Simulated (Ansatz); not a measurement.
# BHOF2 (difluorohydroxyborane): CAM-B3LYP/def2-SVPD

What is the electronic atomisation energy of BHOF2 (difluorohydroxyborane) at CAM-B3LYP/def2-SVPD? 

The calculation is run with Ansatz 0.2.0.

63 further runs of the same task are left out: 63 set aside as unsound or not needed.

## 1. The system as given

The species is BHOF2 (5 atoms), meant as a singlet with charge 0. As SMILES, `OB(F)F`. The shape is that of a PBE0-D4/def2-TZVP optimisation.

Bond lengths: O1–B2 1.345 Å, B2–F3 1.317 Å, B2–F4 1.327 Å, O1–H5 0.960 Å. Angles: O1–B2–F3 119.5°, O1–B2–F4 122.2°, F3–B2–F4 118.3°, B2–O1–H5 113.5°.

## 2. The energy at CAM-B3LYP/def2-SVPD

The input, in.yaml:

```yaml
crystal:
  periodic: [false, false, false]
  atoms:
    - {symbol: O, position_ang: [0.038630, 1.000750, 0.174310]}
    - {symbol: B, position_ang: [0.105760, -0.342460, 0.137210]}
    - {symbol: F, position_ang: [0.731030, -0.986880, 1.100700]}
    - {symbol: F, position_ang: [-0.439530, -1.051930, -0.843330]}
    - {symbol: H, position_ang: [-0.435890, 1.380520, -0.568880]}
basis:
  gaussian:
    orbitals: def2-SVPD
total_charge: 0
hamiltonian:
  xc: {name: CAM-B3LYP}
accuracy: high
output: {orbitals: {seedname: orbitals}}
```

Command:

```
ansatz run in.yaml --threads 1 --pin off --max-ram 3480MiB --events-out events.jsonl --progress --plain --runs-dir runs
```

The program printed:

```text
Warning: RAYON_NUM_THREADS=1 ignored (pool sized by the plan → 1); use --threads N
Functional definition: CAM-B3LYP
  name "CAM-B3LYP"
  parameter alpha = 0.19
  parameter beta = 0.46
  parameter omega = 0.33/bohr
  parameter ac = 0.81
  exchange = (1 - alpha - beta)*b88_x + beta*b88_x_sr(omega) + alpha*exact_x + beta*exact_x_lr(omega)
  correlation = (1 - ac)*vwn5_c + ac*lyp_c
1902 factors; integrals over basis functions are off by at most 3.2e-9 eV
445 factors; integrals over basis functions are off by at most 1.6e-9 eV
mean field evaluation 1: about -8165.5034 eV, gradient 5.5e1 eV
mean field evaluation 2: about -8163.4972 eV, gradient 6.7e1 eV
mean field evaluation 4: about -8170.3403 eV, gradient 2.3e0 eV
mean field evaluation 8: about -8170.3494 eV, gradient 4.9e-2 eV
mean field evaluation 16: about -8170.3494 eV, gradient 4.1e-6 eV
mean field -8170.34936518 eV, -300.2548011088 hartree, gradient 3.1e-8 eV, S^2 0.000000; 0 other end points of the search recorded, 0 dependent functions left out
reference -8170.34938176 eV, -300.2548017180 hartree; 16, 16 occupied and 81, 81 virtual orbitals, 1902 factors
Total energy: -8170.34938176 eV, -300.2548017180 hartree
```

Wall time 5.4 s (1 thread of Arm Neoverse V2, shared host); peak memory 0.3 GiB.

## 3. The B atom at the same level

The input, molecule.yaml:

```yaml
crystal:
  periodic: [false, false, false]
  atoms:
    - {symbol: B, position_ang: [0.000000, 0.000000, 0.000000]}
basis:
  gaussian: {orbitals: def2-SVPD}
magnetization: {spin_polarized: true, initial_magnetization: 1}
hamiltonian: {xc: {name: CAM-B3LYP}}
accuracy: high
```

Run the same way, it converges to -24.61202 Eh (log not shown).

## 4. The F atom at the same level

The input, input.yaml:

```yaml
crystal:
  periodic: [false, false, false]
  atoms:
    - symbol: F
      position_ang: [0.000000, 0.000000, 0.000000]
basis:
  gaussian:
    orbitals: def2-SVPD
magnetization:
  spin_polarized: true
  initial_magnetization: 1
hamiltonian:
  xc: {name: CAM-B3LYP}
accuracy: high
```

Run the same way, it converges to -99.62981 Eh (log not shown).

## 5. The H atom

The input, run.yaml:

```yaml
crystal:
  periodic: [false, false, false]
  atoms:
    - {symbol: H, position_ang: [0.000000, 0.000000, 0.000000]}
basis:
  gaussian:
    orbitals: def2-SVPD
magnetization:
  spin_polarized: true
  initial_magnetization: 1
hamiltonian:
  xc: {name: CAM-B3LYP}
accuracy: high
```

Run the same way, it converges to -0.49790 Eh (log not shown).

## 6. The O atom, same level

The input, job.yaml:

```yaml
crystal:
  periodic: [false, false, false]
  atoms:
    - {symbol: O, position_ang: [0.000000, 0.000000, 0.000000]}
basis:
  gaussian:
    orbitals: def2-SVPD
magnetization:
  spin_polarized: true
  initial_magnetization: 2
hamiltonian:
  xc: {name: CAM-B3LYP}
accuracy: high
```

Run the same way, it converges to -74.98620 Eh (log not shown).

## 7. Results

Level: CAM-B3LYP/def2-SVPD.

| quantity | value |
| --- | --- |
| molecule: total energy | -300.25480 Eh |
| molecule: HOMO energy | -12.44 eV |
| molecule: LUMO energy | 0.37 eV |
| molecule: HOMO–LUMO gap | 12.81 eV |
| B atom: total energy | -24.61202 Eh |
| B atom: ⟨S²⟩ | 0.753 |
| F atom: total energy | -99.62981 Eh |
| F atom: ⟨S²⟩ | 0.752 |
| H atom: total energy | -0.49790 Eh |
| H atom: ⟨S²⟩ | 0.750 |
| O atom: total energy | -74.98620 Eh |
| O atom: ⟨S²⟩ | 2.004 |
| electronic atomisation energy | 24.465 eV |

Taking the molecule apart into free atoms costs 24.46 eV (564 kcal/mol), before zero-point energy and without spin-orbit coupling.
